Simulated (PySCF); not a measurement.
# Cl3H3OSiSn: NMR shieldings

Aim: compute the NMR shieldings of Cl3H3OSiSn.

Computed with PySCF 2.14.0 and routines of our own; the level stands in each step. Atoms count from 0.

## (1) The starting structure

9 atoms, charge 0, multiplicity 1; geometry from: GFN2-xTB.

## (2) Optimising the geometry at PBE0-D3(BJ)/def2-SVP

What the job is given:

```
{"job": {"xc": "PBE0", "basis": "def2-SVP", "d3": "d3bj", "grid": 1, "maxiter": 30, "shake": 0.03, "kind": "geom"}, "charge": 0, "multiplicity": 1}
Sn     0.620280     1.391050     0.427430
Cl     2.087160     0.761980     1.965270
Cl    -1.349260     2.379060     1.400780
Cl     1.586400     2.923760    -1.096700
O     -0.027510    -0.090490    -0.712750
Si    -0.611650    -1.565650    -0.525490
H     -0.700250    -1.934850    -1.927000
H     -1.827810    -1.538150     0.182060
H      0.355380    -2.396150     0.260740
```

Launch:

```console
> OMP_NUM_THREADS=1 python heavy_run.py task.json out
```

One launch serves the whole session: the jobs run in the order shown.

The program printed:

```text
step   0  E = -1960.34745670  max force = 0.064335
step   1  E = -1960.36417137  max force = 0.011348
step   2  E = -1960.36490807  max force = 0.003778
step   3  E = -1960.36504066  max force = 0.001442
step   4  E = -1960.36492256  max force = 0.003890
step   5  E = -1960.36494234  max force = 0.002604
step   6  E = -1960.36499977  max force = 0.001274
step   7  E = -1960.36503373  max force = 0.001046
step   8  E = -1960.36504862  max force = 0.000812
step   9  E = -1960.36505173  max force = 0.000667
step  10  E = -1960.36505237  max force = 0.000590
step  11  E = -1960.36505247  max force = 0.000552
step  12  E = -1960.36505248  max force = 0.000530
step  13  E = -1960.36505247  max force = 0.000526
step  14  E = -1960.36505246  max force = 0.000522
step  15  E = -1960.36505246  max force = 0.000518
step  16  E = -1960.36505245  max force = 0.000512
step  17  E = -1960.36505243  max force = 0.000508
step  18  E = -1960.36505242  max force = 0.000505
step  19  E = -1960.36505240  max force = 0.000500
step  20  E = -1960.36505238  max force = 0.000496
step  21  E = -1960.36505236  max force = 0.000493
step  22  E = -1960.36505234  max force = 0.000487
step  23  E = -1960.36505232  max force = 0.000484
step  24  E = -1960.36505229  max force = 0.000481
step  25  E = -1960.36505227  max force = 0.000476
step  26  E = -1960.36505224  max force = 0.000472
step  27  E = -1960.36505221  max force = 0.000469
step  28  E = -1960.36505217  max force = 0.000464
step  29  E = -1960.36505214  max force = 0.000461
step  30  E = -1960.36505210  max force = 0.000458
optimisation not converged
```

Run time: 4.1 min. Hardware: 1 thread of Arm Neoverse V2, shared host; peak memory 0.52 GiB.

The steps of the relaxation: (the energy doesn't fall at every step)

| step | energy from step 0 (eV) | largest force component (eV/Å) |
| --- | --- | --- |
| 0 | 0.0000 | 3.3082 |
| 1 | -0.4548 | 0.5835 |
| 2 | -0.4749 | 0.1943 |
| 3 | -0.4785 | 0.0742 |
| 4 | -0.4753 | 0.2000 |
| 5 | -0.4758 | 0.1339 |
| 6 | -0.4774 | 0.0655 |
| 7 | -0.4783 | 0.0538 |
| 8 | -0.4787 | 0.0418 |
| 9 | -0.4788 | 0.0343 |
| 10 | -0.4788 | 0.0303 |
| 11 | -0.4788 | 0.0284 |
| 12 | -0.4788 | 0.0273 |
| 13 | -0.4788 | 0.0270 |
| 14 | -0.4788 | 0.0268 |
| 15 | -0.4788 | 0.0266 |
| 16 | -0.4788 | 0.0263 |
| 17 | -0.4788 | 0.0261 |
| 18 | -0.4788 | 0.0260 |
| 19 | -0.4788 | 0.0257 |
| 20 | -0.4788 | 0.0255 |
| 21 | -0.4788 | 0.0254 |
| 22 | -0.4788 | 0.0250 |
| 23 | -0.4788 | 0.0249 |
| 24 | -0.4788 | 0.0247 |
| 25 | -0.4788 | 0.0245 |
| 26 | -0.4788 | 0.0243 |
| 27 | -0.4788 | 0.0241 |
| 28 | -0.4788 | 0.0239 |
| 29 | -0.4788 | 0.0237 |
| 30 | -0.4788 | 0.0236 |

Distances of close pairs at the start and the end, largest changes first:

| bond | before (Å) | after (Å) | change (Å) |
| --- | --- | --- | --- |
| Sn0–Cl1 | 2.216 | 2.316 | +0.100 |
| Sn0–Cl2 | 2.409 | 2.314 | -0.095 |
| Si5–H7 | 1.407 | 1.494 | +0.087 |
| O4–Si5 | 1.598 | 1.672 | +0.075 |
| Sn0–Cl3 | 2.368 | 2.309 | -0.059 |
| Sn0–O4 | 1.979 | 1.941 | -0.038 |
| Si5–H6 | 1.452 | 1.488 | +0.036 |
| Si5–H8 | 1.498 | 1.494 | -0.004 |

The final coordinates are the input of the step that follows.

The optimisation stopped before it met its thresholds, so this geometry is not quite a stationary point, and what follows inherits that.

| at the end point | value |
| --- | --- |
| point group (found at 0.08 Å tolerance) | C1 |
| rotational constants (GHz, main isotopes) | 1.046, 0.704, 0.687 |
| dipole moment (D) | 0.82 |

## (3) NMR shieldings: PBE0/pcSseg-1 Sn:us-x2c-TZVPall-2c, spin–orbit

What the job is given:

```
{"job": {"kind": "hnmr", "xc": "PBE0", "basis": {"default": "pcSseg-1", "Sn": "us-x2c-TZVPall-2c"}, "rel": "so"}, "charge": 0, "multiplicity": 1}
Sn     0.534788     1.498296     0.187047
Cl     2.099935     0.823896     1.755454
Cl    -1.260574     2.482002     1.265021
Cl     1.425158     3.009241    -1.314634
O     -0.045437    -0.072839    -0.793957
Si    -0.544044    -1.611322    -0.368218
H     -0.707646    -2.382428    -1.630669
H     -1.842816    -1.548638     0.367142
H      0.473376    -2.267649     0.507153
```

Level: PBE0/pcSseg-1 Sn:us-x2c-TZVPall-2c GIAO NMR shielding, X2C with spin-orbit coupling, screened-nuclear two-electron part, Gaussian nuclei, gas phase.

The program printed:

```text
spin-free SCF
coarse grid: 45984 points
cycle   1  E = -7927.0008990706  dE =  2.289e-01  |g| = 8.977e-01  |ddm| = 1.669e+02
cycle   2  E = -7926.5577952947  dE =  4.431e-01  |g| = 1.742e+00  |ddm| = 2.094e+00
cycle   3  E = -7927.1440866604  dE = -5.863e-01  |g| = 2.156e-01  |ddm| = 1.459e+00
cycle   4  E = -7927.1533900290  dE = -9.303e-03  |g| = 1.065e-01  |ddm| = 3.182e-01
cycle   5  E = -7927.1555638477  dE = -2.174e-03  |g| = 2.167e-02  |ddm| = 1.078e-01
cycle   6  E = -7927.1556322612  dE = -6.841e-05  |g| = 3.466e-03  |ddm| = 2.110e-02
cycle   7  E = -7927.1556348176  dE = -2.556e-06  |g| = 6.942e-04  |ddm| = 4.024e-03
final grid: 88536 points
cycle   8  E = -7927.1539013023  dE = -8.249e-07  |g| = 1.409e-03  |ddm| = 2.270e-03
cycle   9  E = -7927.1539012261  dE =  7.624e-08  |g| = 9.939e-04  |ddm| = 2.027e-03
cycle  10  E = -7927.1539014344  dE = -2.083e-07  |g| = 3.542e-04  |ddm| = 1.511e-03
cycle  11  E = -7927.1539014647  dE = -3.033e-08  |g| = 5.436e-05  |ddm| = 4.163e-04
cycle  12  E = -7927.1539014653  dE = -5.857e-10  |g| = 1.278e-05  |ddm| = 5.055e-05
converged SCF energy = -7927.1539014653
two-component SCF
cycle   1  E = -7926.5042514437  dE = -7.927e+03  |FDS-SDF| = 4.462e+01
cycle   2  E = -7927.9811910960  dE = -1.477e+00  |FDS-SDF| = 3.223e-01
cycle   3  E = -7927.9816310625  dE = -4.400e-04  |FDS-SDF| = 8.739e-03
cycle   4  E = -7927.9816378108  dE = -6.748e-06  |FDS-SDF| = 4.122e-03
cycle   5  E = -7927.9816389993  dE = -1.189e-06  |FDS-SDF| = 1.404e-03
cycle   6  E = -7927.9816393941  dE = -3.948e-07  |FDS-SDF| = 5.570e-04
cycle   7  E = -7927.9816395007  dE = -1.066e-07  |FDS-SDF| = 2.710e-04
cycle   8  E = -7927.9816395291  dE = -2.831e-08  |FDS-SDF| = 1.049e-04
cycle   9  E = -7927.9816395341  dE = -5.022e-09  |FDS-SDF| = 2.392e-05
converged, E = -7927.9816395341

Field gradients (au) and densities at the nuclei (bohr^-3)
atom        Vxx        Vyy        Vzz        centre      nuclear mean
  0 Sn     0.2950     0.3308    -0.6258     174460.738     173250.305
  1 Cl    -1.3235    -1.3647     2.6882       2817.244       2817.193
  2 Cl    -1.3460    -1.3628     2.7087       2817.246       2817.195
  3 Cl    -1.3869    -1.4177     2.8046       2817.251       2817.199
  4 O     -0.3587    -0.9142     1.2729        282.315        282.315
  5 Si    -0.2807    -0.3227     0.6034       1576.050       1576.031
  6 H     -0.0677    -0.0719     0.1396          0.360          0.360
  7 H     -0.0648    -0.0709     0.1357          0.360          0.360
  8 H     -0.0645    -0.0707     0.1352          0.360          0.360
without picture change
  0 Sn                          -0.6935                    356102.882

Core orbital energies (eV)
atom   shell        mean    spread
  0 Sn 1s       -29056.707   0.000
  0 Sn 2s        -4411.940   0.000
  0 Sn 3s         -863.600   0.000
  0 Sn 4s         -143.102   0.000
  0 Sn 2p1/2     -4118.087   0.000
  0 Sn 2p3/2     -3887.911   0.007
  0 Sn 3p1/2      -744.045   0.000
  0 Sn 3p3/2      -701.561   0.021
  0 Sn 4p1/2      -102.869   0.000
  0 Sn 4p3/2       -95.209   0.040
  0 Sn 3d3/2      -490.750   0.020
  0 Sn 3d5/2      -482.145   0.025
  0 Sn 4d3/2       -31.848   0.026
  0 Sn 4d5/2       -30.793   0.116
  1 Cl 1s        -2778.108   0.000
  1 Cl 2s         -261.787   0.000
  1 Cl 3s          -23.475   0.000
  1 Cl 2p1/2      -199.629   0.000
  1 Cl 2p3/2      -197.946   0.121
  2 Cl 1s        -2778.099   0.000
  2 Cl 2s         -261.779   0.000
  2 Cl 3s          -23.466   0.000
  2 Cl 2p1/2      -199.621   0.000
  2 Cl 2p3/2      -197.937   0.123
  3 Cl 1s        -2778.162   0.000
  3 Cl 2s         -261.839   0.000
  3 Cl 3s          -23.532   0.000
  3 Cl 2p1/2      -199.682   0.000
  3 Cl 2p3/2      -197.998   0.127
  5 Si 1s        -1808.312   0.000
  5 Si 2s         -146.687   0.000
  5 Si 3s          -17.820   0.000
  5 Si 2p1/2      -101.193   0.000
  5 Si 2p3/2      -100.549   0.053

Shielding tensors (ppm)
atom      isotropic    diamagn.    paramagn.     s11        s22        s33       span
  0 Sn     3629.62     4738.31    -1108.70    3599.00    3624.69    3665.15      66.15
  1 Cl      823.62     1123.36     -299.74     695.34     748.06    1027.47     332.13
  2 Cl      816.61     1123.11     -306.50     690.24     729.36    1030.23     339.99
  3 Cl      825.78     1122.41     -296.64     707.51     732.18    1037.64     330.13
  4 O       254.37      396.45     -142.09     185.93     252.83     324.34     138.41
  5 Si      366.42      864.07     -497.66     314.86     330.82     453.57     138.71
  6 H        26.04       27.94       -1.89      22.15      23.64      32.34      10.19
  7 H        26.00       28.81       -2.81      21.66      24.57      31.78      10.12
  8 H        25.94       28.90       -2.95      21.38      25.02      31.43      10.05
```

Wall time 4.4 min (1 thread of Arm Neoverse V2, shared host); peak memory 1.5 GiB.

Key values:

| quantity | value |
| --- | --- |
| energy from spin-orbit coupling | -0.8277 Eh |

## (4) NMR shieldings: PBE0/pcSseg-1 Sn:us-x2c-TZVPall-2c, spin-free

Settings changed since step 3:

```diff
@@ -1,2 +1,2 @@
-{"job": {"kind": "hnmr", "xc": "PBE0", "basis": {"default": "pcSseg-1", "Sn": "us-x2c-TZVPall-2c"}, "rel": "so"}, "charge": 0, "multiplicity": 1}
+{"job": {"kind": "hnmr", "xc": "PBE0", "basis": {"default": "pcSseg-1", "Sn": "us-x2c-TZVPall-2c"}, "rel": "sf"}, "charge": 0, "multiplicity": 1}
 Sn     0.534788     1.498296     0.187047
```

Method: PBE0/pcSseg-1 Sn:us-x2c-TZVPall-2c GIAO NMR shielding, spin-free X2C, Gaussian nuclei, gas phase.

The program printed:

```text
spin-free SCF
coarse grid: 45984 points
cycle   1  E = -7927.0008990706  dE =  2.289e-01  |g| = 8.977e-01  |ddm| = 1.669e+02
cycle   2  E = -7926.5577952947  dE =  4.431e-01  |g| = 1.742e+00  |ddm| = 2.094e+00
cycle   3  E = -7927.1440866604  dE = -5.863e-01  |g| = 2.156e-01  |ddm| = 1.459e+00
cycle   4  E = -7927.1533900290  dE = -9.303e-03  |g| = 1.065e-01  |ddm| = 3.182e-01
cycle   5  E = -7927.1555638477  dE = -2.174e-03  |g| = 2.167e-02  |ddm| = 1.078e-01
cycle   6  E = -7927.1556322612  dE = -6.841e-05  |g| = 3.466e-03  |ddm| = 2.110e-02
cycle   7  E = -7927.1556348176  dE = -2.556e-06  |g| = 6.942e-04  |ddm| = 4.024e-03
final grid: 88536 points
cycle   8  E = -7927.1539013023  dE = -8.249e-07  |g| = 1.409e-03  |ddm| = 2.270e-03
cycle   9  E = -7927.1539012261  dE =  7.624e-08  |g| = 9.939e-04  |ddm| = 2.027e-03
cycle  10  E = -7927.1539014344  dE = -2.083e-07  |g| = 3.542e-04  |ddm| = 1.511e-03
cycle  11  E = -7927.1539014647  dE = -3.033e-08  |g| = 5.436e-05  |ddm| = 4.163e-04
cycle  12  E = -7927.1539014653  dE = -5.857e-10  |g| = 1.278e-05  |ddm| = 5.055e-05
converged SCF energy = -7927.1539014653
check of the scalar solution
cycle   1  E = -7927.1539014653  dE = -7.927e+03  |FDS-SDF| = 4.051e+00
cycle   2  E = -7927.1547505434  dE = -8.491e-04  |FDS-SDF| = 2.349e-03
cycle   3  E = -7927.1547505439  dE = -5.057e-10  |FDS-SDF| = 8.931e-05
converged, E = -7927.1547505439

Field gradients (au) and densities at the nuclei (bohr^-3)
atom        Vxx        Vyy        Vzz        centre      nuclear mean
  0 Sn     0.2956     0.3307    -0.6263     174360.242     173149.810
  1 Cl    -1.3223    -1.3635     2.6858       2817.260       2817.208
  2 Cl    -1.3447    -1.3616     2.7063       2817.262       2817.210
  3 Cl    -1.3857    -1.4165     2.8022       2817.266       2817.214
  4 O     -0.3582    -0.9133     1.2715        282.315        282.314
  5 Si    -0.2807    -0.3227     0.6034       1576.054       1576.034
  6 H     -0.0677    -0.0719     0.1396          0.360          0.360
  7 H     -0.0648    -0.0709     0.1357          0.360          0.360
  8 H     -0.0645    -0.0707     0.1352          0.360          0.360
without picture change
  0 Sn                          -0.6946                    356115.270

Core orbital energies (eV)
atom   shell        mean    spread
  0 Sn 1s       -29058.232   0.000
  0 Sn 2s        -4412.243   0.000
  0 Sn 3s         -863.672   0.000
  0 Sn 4s         -143.118   0.000
  0 Sn 2p        -3961.898   0.011
  0 Sn 3p         -715.248   0.032
  0 Sn 4p          -97.674   0.061
  0 Sn 3d         -485.615   0.028
  0 Sn 4d          -31.221   0.170
  1 Cl 1s        -2778.106   0.000
  1 Cl 2s         -261.786   0.000
  1 Cl 3s          -23.476   0.000
  1 Cl 2p         -198.505   0.191
  2 Cl 1s        -2778.097   0.000
  2 Cl 2s         -261.777   0.000
  2 Cl 3s          -23.467   0.000
  2 Cl 2p         -198.497   0.192
  3 Cl 1s        -2778.160   0.000
  3 Cl 2s         -261.838   0.000
  3 Cl 3s          -23.534   0.000
  3 Cl 2p         -198.557   0.199
  5 Si 1s        -1808.312   0.000
  5 Si 2s         -146.687   0.000
  5 Si 3s          -17.816   0.000
  5 Si 2p         -100.763   0.083

Shielding tensors (ppm)
atom      isotropic    diamagn.    paramagn.     s11        s22        s33       span
  0 Sn     2633.62     5135.57    -2501.96    2595.87    2629.36    2675.62      79.76
  1 Cl      828.20     1140.99     -312.79     694.24     748.36    1042.00     347.75
  2 Cl      820.99     1140.75     -319.76     689.09     729.08    1044.80     355.71
  3 Cl      830.20     1140.04     -309.84     706.12     731.70    1052.78     346.66
  4 O       250.38      396.26     -145.88     182.09     249.09     319.95     137.85
  5 Si      375.52      874.22     -498.71     323.88     339.51     463.15     139.27
  6 H        26.17       27.94       -1.77      22.43      23.76      32.32       9.88
  7 H        26.07       28.82       -2.75      21.89      24.58      31.73       9.85
  8 H        26.00       28.90       -2.90      21.58      25.04      31.39       9.80
```

Run time: 76 s. Hardware: 1 thread of Arm Neoverse V2, shared host; peak memory 1.2 GiB.

## (5) Shieldings side by side

| run | Sn0 | Si5 | Cl1 | Cl3 | Cl2 | O4 | H6 | time |
| --- | --- | --- | --- | --- | --- | --- | --- | --- |
| step 3, PBE0/pcSseg-1 Sn:us-x2c-TZVPall-2c, spin–orbit | 3629.6 | 366.4 | 823.6 | 825.8 | 816.6 | 254.4 | 26.0 | 4.4 min |
| step 4, PBE0/pcSseg-1 Sn:us-x2c-TZVPall-2c, spin-free | 2633.6 | 375.5 | 828.2 | 830.2 | 821.0 | 250.4 | 26.2 | 76 s |

## (6) Outcome

```
                                                                                quantity                                                                 value
                                                                             point group                                                                    C1
                                                    rotational constants (main isotopes)                                                  1.05, 0.70, 0.69 GHz
energy from spin-orbit coupling (step 3, PBE0/pcSseg-1 Sn:us-x2c-TZVPall-2c, spin–orbit)                                                            -0.8277 Eh
                     shieldings (step 3, PBE0/pcSseg-1 Sn:us-x2c-TZVPall-2c, spin–orbit)  Sn0 3629.6, Cl1 823.6, Cl2 816.6, Cl3 825.8, O4 254.4, Si5 366.4 ppm
                      shieldings (step 4, PBE0/pcSseg-1 Sn:us-x2c-TZVPall-2c, spin-free)  Sn0 2633.6, Cl1 828.2, Cl2 821.0, Cl3 830.2, O4 250.4, Si5 375.5 ppm
```

The start was shaken at random, so part of the energy gained undoes that. The optimisation took 30 steps and gained 0.479 eV; among the close pairs (by a distance rule), Sn0–Cl1 changed most, from 2.216 to 2.316 Å. No frequency check was run at this level, so the end point may be a saddle. A contracted two-component basis is stiff near heavy nuclei, so the absolute shieldings of the heavy atoms from it are rough. Sn0 moves most between the runs, by 996 ppm; the labels say what changes from run to run.
